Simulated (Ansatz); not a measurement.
**Ge₂TeH₆: a ladder of functionals and wavefunction methods**

An exercise on one series of results from a longer session: the logs are not shown, and one member is left open.

Computed with Ansatz 0.2.0, Gaussian basis. Level: functionals in def2-TZVPP, the program's frozen cores in correlated methods.

The runs, in order: LDA (SPW92), PBE-D4, revPBE-D4, BLYP-D4, r2SCAN-D4, B97M-V, PBE0-D4, B3LYP-D4, r2SCANh-D4, r2SCAN0-D4, HSE06-D4, BHLYP-D4, CAM-B3LYP-D4, LC-ωPBE, ωB97X-V, ωB97M-V, B2PLYP, PBE-QIDH; CCSD(T)/def2-SVP; CCSD(T)/def2-TZVPP; MP2/def2-QZVPP; extrapolation to the limit; RPA on PBE.

### The geometry

An earlier PBE0-D4 in a triple-zeta def2 set relaxation fixed the geometry. Te takes the def2 core potential; no spin-orbit term is included.

SMILES `[GeH3][Te][GeH3]`, 9 atoms, charge 0, spin multiplicity 1.

Atoms are counted from 1 here; the program's logs count them from 0.

Bond lengths: Ge1–Te2 2.555 Å, Ge1–H4 1.537 Å, Ge1–H5 1.535 Å, Ge1–H6 1.537 Å, Te2–Ge3 2.555 Å, Ge3–H7 1.535 Å, Ge3–H8 1.537 Å, Ge3–H9 1.537 Å. Angles: Te2–Ge1–H4 110.0°, Te2–Ge1–H5 106.8°, Te2–Ge1–H6 110.1°, H4–Ge1–H5 110.2°, H4–Ge1–H6 109.4°, H5–Ge1–H6 110.2°, Ge1–Te2–Ge3 91.9°, Te2–Ge3–H7 106.8°, Te2–Ge3–H8 110.1°, Te2–Ge3–H9 110.1°, H7–Ge3–H8 110.2°, H7–Ge3–H9 110.2°, H8–Ge3–H9 109.4°.

Set-up of the first run:

File in.yaml:

```yaml
crystal:
  periodic: [false, false, false]
  atoms:
    - {symbol: Ge, position_ang: [-0.860078, 1.201626, -1.078457]}
    - {symbol: Te, position_ang: [1.508743, 0.249039, -0.974157]}
    - {symbol: Ge, position_ang: [0.925428, -1.203950, 1.045291]}
    - {symbol: H, position_ang: [-1.874829, 0.067859, -1.294821]}
    - {symbol: H, position_ang: [-0.893782, 2.176814, -2.262864]}
    - {symbol: H, position_ang: [-1.189950, 1.941259, 0.227711]}
    - {symbol: H, position_ang: [2.195965, -1.981980, 1.413197]}
    - {symbol: H, position_ang: [-0.207749, -2.177395, 0.684367]}
    - {symbol: H, position_ang: [0.484852, -0.319669, 2.222532]}
basis:
  gaussian: {orbitals: def2-TZVPP}
hamiltonian: {xc: lda}
output: {orbitals: {seedname: orbitals}}
```

Steps of the session up to this table: LDA; PBE-D4 (GGA); revPBE-D4 (GGA); BLYP-D4 (GGA); r2SCAN-D4 (meta-GGA); B97M-V (meta-GGA); PBE0-D4 (hybrid); B3LYP-D4 (hybrid); r2SCANh-D4 (hybrid); r2SCAN0-D4 (hybrid); HSE06-D4 (hybrid); BHLYP-D4 (hybrid); CAM-B3LYP-D4 (range-separated); LC-ωPBE-D4 (range-separated; the results give it without D4); ωB97X-V (range-separated); ωB97M-V (range-separated); B2PLYP (double hybrid); PBE-QIDH (double hybrid).

One of the session's tables, all rows but one given; the rest of the session is left out.

It belongs to the step «Frontier levels by functional». 

```
  functional  HOMO (eV)  gap (eV)
 LDA (SPW92)      -5.48      3.57
      PBE-D4      -5.37      3.67
   revPBE-D4      -5.33      3.71
     BLYP-D4      -5.20      3.57
   r2SCAN-D4      -5.62      4.11
      B97M-V      -5.67      4.13
     PBE0-D4      -6.38      5.47
    B3LYP-D4      -6.17      5.01
  r2SCANh-D4      -5.99      4.76
  r2SCAN0-D4      -6.54      5.74
    HSE06-D4      -6.00      4.72
    BHLYP-D4      -7.24      7.15
CAM-B3LYP-D4          ?         ?
     LC-ωPBE      -8.84      9.96
     ωB97X-V      -8.54      9.56
     ωB97M-V      -8.43      9.25
```

**Question.** Estimate the row for CAM-B3LYP-D4.

As computed: HOMO (eV): -7.56; gap (eV): 7.59. In the column «HOMO (eV)» it lies between ωB97M-V (-8.43) and BHLYP-D4 (-7.24).
